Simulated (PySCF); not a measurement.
# C2H8BO− (SMILES [BH3-]OCC): HF/def2-SVP

Aim: the vertical singlet–triplet gap of C2H8BO− at HF/def2-SVP, from 2 runs. 

Program for the calculation: PySCF 2.14.0.

**1. The molecule**

C2H8BO− has 12 atoms, charge -1, and is taken as a singlet. SMILES: `[BH3-]OCC`. The coordinates come from a GFN2-xTB relaxation. This is one conformer, not always the lowest.

Bond lengths: B1–O2 1.518 Å, O2–C3 1.365 Å, C3–C4 1.536 Å, B1–H5 1.235 Å, B1–H6 1.236 Å, B1–H7 1.211 Å, C3–H8 1.115 Å, C3–H9 1.115 Å, C4–H10 1.088 Å, C4–H11 1.091 Å, C4–H12 1.088 Å. Some angles: B1–O2–C3 113.1°, O2–C3–C4 111.0°, O2–B1–H5 110.0°, O2–B1–H6 110.0°, O2–B1–H7 106.7°, O2–C3–H8 111.6°, O2–C3–H9 111.6°, C4–C3–H8 108.5°, C4–C3–H9 108.4°, C3–C4–H10 109.8°.

**2. The energy at HF/def2-SVP**

File job.py:

```python
from pyscf import gto, scf

molecule = gto.Mole()
molecule.atom = '''
B       -1.114600       1.597930       0.075910
O        0.173860       0.819410      -0.119980
C        0.017250      -0.526830       0.042750
C        1.350570      -1.263330      -0.153760
H       -1.964730       1.220970      -0.737060
H       -1.551290       1.412290       1.216780
H       -0.845500       2.766540      -0.095750
H       -0.725310      -0.943180      -0.677140
H       -0.375430      -0.774380       1.056810
H        1.736260      -1.066340      -1.152360
H        1.219590      -2.339260      -0.026420
H        2.079340      -0.903810       0.570210
'''
molecule.spin = 0
molecule.charge = -1
molecule.verbose = 3
molecule.basis = 'def2-svp'
molecule.max_memory = 1860
molecule.build()

hf = scf.RHF(molecule)
hf.conv_tol = 1e-10
hf.kernel()
if not hf.converged:
    hf = hf.newton().run(hf.mo_coeff, hf.mo_occ)

etot = hf.e_tot
print('E = %.10f Eh' % etot)
```

Started as:

```sh
$ OMP_NUM_THREADS=1 python job.py
```

What it wrote:

```text
converged SCF energy = -179.805853076347
E = -179.8058530763 Eh
```

It took 2.1 s on 1 thread of Arm Neoverse V1, shared host; peak memory 0.18 GiB.

**3. The triplet, same level**

File run.py:

```python
from pyscf import gto, scf

molecule = gto.Mole()
molecule.atom = '''
B       -1.114600       1.597930       0.075910
O        0.173860       0.819410      -0.119980
C        0.017250      -0.526830       0.042750
C        1.350570      -1.263330      -0.153760
H       -1.964730       1.220970      -0.737060
H       -1.551290       1.412290       1.216780
H       -0.845500       2.766540      -0.095750
H       -0.725310      -0.943180      -0.677140
H       -0.375430      -0.774380       1.056810
H        1.736260      -1.066340      -1.152360
H        1.219590      -2.339260      -0.026420
H        2.079340      -0.903810       0.570210
'''
molecule.max_memory = 1860
molecule.charge = -1
molecule.spin = 2
molecule.basis = 'def2-svp'
molecule.verbose = 4
molecule.build()

calc0 = scf.UHF(molecule)
calc0.conv_tol = 1e-10
calc0.kernel()
if not calc0.converged:
    calc0 = calc0.newton().run(calc0.mo_coeff, calc0.mo_occ)

e_tot = calc0.e_tot
print(f'total energy: {e_tot:.8f} hartree')
```

Started as:

```sh
$ OMP_NUM_THREADS=1 python run.py
```

What it wrote:

```text
PySCF version 2.14.0

[... 47 lines left out ...]
WARN: HOMO 0.126657297064745 >= LUMO -0.306484095813549
[... 5 lines left out ...]
WARN: HOMO 0.149301377331895 >= LUMO 0.0977926843602601
[... 5 lines left out ...]
WARN: HOMO 0.151956836373759 >= LUMO 0.0864217737514394
[... 5 lines left out ...]
WARN: HOMO 0.148239146508403 >= LUMO 0.129019415513146
[... 66 lines left out ...]
converged SCF energy = -179.570329922502  <S^2> = 2.0171142  2S+1 = 3.0113879
total energy: -179.57032992 hartree
```

Run time: 3.9 s. Hardware: 1 thread of Arm Neoverse V1, shared host; peak memory 0.18 GiB.

**4. What came out**

Level: HF/def2-SVP.

```
                                                      quantity          value
                                         singlet: total energy  -179.80585 Eh
                                          singlet: HOMO energy       -4.43 eV
                                          singlet: LUMO energy        8.82 eV
singlet: HOMO–LUMO gap (to an unbound level, set by the basis)       13.25 eV
                                         triplet: total energy  -179.57033 Eh
                   triplet: HOMO energy (highest over α and β)        3.76 eV
                    triplet: LUMO energy (lowest over α and β)        4.98 eV
                                                 triplet: ⟨S²⟩          2.017
              vertical energy of the triplet above the singlet       6.409 eV
```

What this shows: At this shape the triplet lies 6.41 eV (618 kJ/mol) above the singlet. For an anion a state so high probably lies above electron detachment. Mulliken charges (singlet) run from -0.60 on O2 to +0.32 on C3; they depend strongly on the basis. The HOMO (triplet) lies at positive energy, 3.76 eV: the electron is unbound at this level or held by a compact basis; values depend on the basis.
